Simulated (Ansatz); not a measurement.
# Ti3O: properties at the relaxed cell

An exercise on one series of results from a longer session: the logs are not shown, and one member is left open.

Method: DFT r2SCAN, scalar-relativistic, plane waves, PAW, in Ansatz 0.2.0.

**The structure to begin with**

It takes space group P6_3/mcm (No. 193, hexagonal). Conventional cell: a = 5.129 Å, b = 5.129 Å, c = 4.854 Å, α = 90.00°, β = 90.00°, γ = 120.00°. Ti (site symmetry m2m) is surrounded by 2 O at 2.08 Å. Around O (site symmetry -3m) lie 6 Ti at 2.08 Å.

As a file:

```cif
data_structure
_symmetry_space_group_name_H-M 'P6_3/mcm'
_symmetry_Int_Tables_number 193
_cell_length_a 5.1286
_cell_length_b 5.1286
_cell_length_c 4.8541
_cell_angle_alpha 90.000
_cell_angle_beta 90.000
_cell_angle_gamma 120.000
_cell_volume 110.57
loop_
_atom_site_label
_atom_site_type_symbol
_atom_site_symmetry_multiplicity
_atom_site_Wyckoff_symbol
_atom_site_fract_x
_atom_site_fract_y
_atom_site_fract_z
_atom_site_occupancy
Ti1 Ti 6 g 0.00000 0.67171 0.75000 1
O1 O 2 b 0.00000 0.00000 0.50000 1
```

It goes back to an entry of the Materials Project, which need not be the stable form.

This cell was relaxed beforehand with the same method: volume 13.82 Å³/atom, gap on the mesh none (metal).

Set-up of the first run:

File input.yaml:

```yaml
crystal:
  lattice:
    - [5.0767604202, 0.0, 0.0]
    - [-2.5383802101, 4.3966034928, 0.0]
    - [0.0, 0.0, 4.8050722516]
  atoms:
    - { symbol: Ti, position: [0.0, 0.6717102443, 0.75] }
    - { symbol: Ti, position: [0.0, 0.3282897557, 0.25] }
    - { symbol: Ti, position: [0.6717102443, 0.0, 0.75] }
    - { symbol: Ti, position: [0.6717102443, 0.6717102443, 0.25] }
    - { symbol: Ti, position: [0.3282897557, 0.3282897557, 0.75] }
    - { symbol: Ti, position: [0.3282897557, 0.0, 0.25] }
    - { symbol: O, position: [0.0, 0.0, 0.5] }
    - { symbol: O, position: [0.0, 0.0, 0.0] }
basis:
  ecutwfc: 500
kpoints:
  mp_grid: { grid: [12, 12, 8] }
hamiltonian:
  xc: r2scan
scf:
  occupations: { method: gaussian, width: 0.1 }
output:
  forces: true
  stress: true
  eigenvalues: true
relax:
  adjacent_minimum: "off"
  f_tol: 0.01
  max_steps: 30
  cell: { stress_tol: 0.1, fix: [volume] }
```

The run is started by

```bash
> ansatz run input.yaml --threads 2 --pin off --max-ram 5120MiB --backend cpu --events-out ev --progress --plain --runs-dir out
```

Steps of the session up to this table: The cell scaled to 0.97 of its volume; Volume × 1.03; Volume × 0.94; The cell scaled to 1.06 of its volume; Volume × 0.91; The cell scaled to 1.10 of its volume; Volume × 0.88.

One of the session's tables, all rows but one given; the rest of the session is left out.

It belongs to the step «Energy against volume». 

```
volume (Å³/atom)  energy above the lowest point (meV/atom)  pressure (GPa)
          12.163                                     116.1           24.92
          12.577                                      61.8           17.24
          12.992                                      26.0           10.61
          13.406                                         ?               ?
          13.821                                       0.0           -0.02
          14.236                                       5.7           -4.24
          14.650                                      21.5           -7.88
          15.203                                      55.9          -11.92
```

Estimate the missing values for volume (Å³/atom) = 13.406.

Worked estimate for «energy above the lowest point (meV/atom)». A straight line through the neighbours (12.992, 26.0) and (13.821, 0.0) gives 26.0 + (0.0 − 26.0) × (13.406 − 12.992) / (13.821 − 12.992) = 13.0; a parabola fitted to 4 rows on both sides gives 6.1.

The run gave: energy above the lowest point (meV/atom): 6.2; pressure (GPa): 4.91. In «energy above the lowest point (meV/atom)» the line misses by +6.8 and the parabola by -0.1.

Limits of these values: Spin polarisation is off in the runs that give these values; a magnetic solution could lie lower.
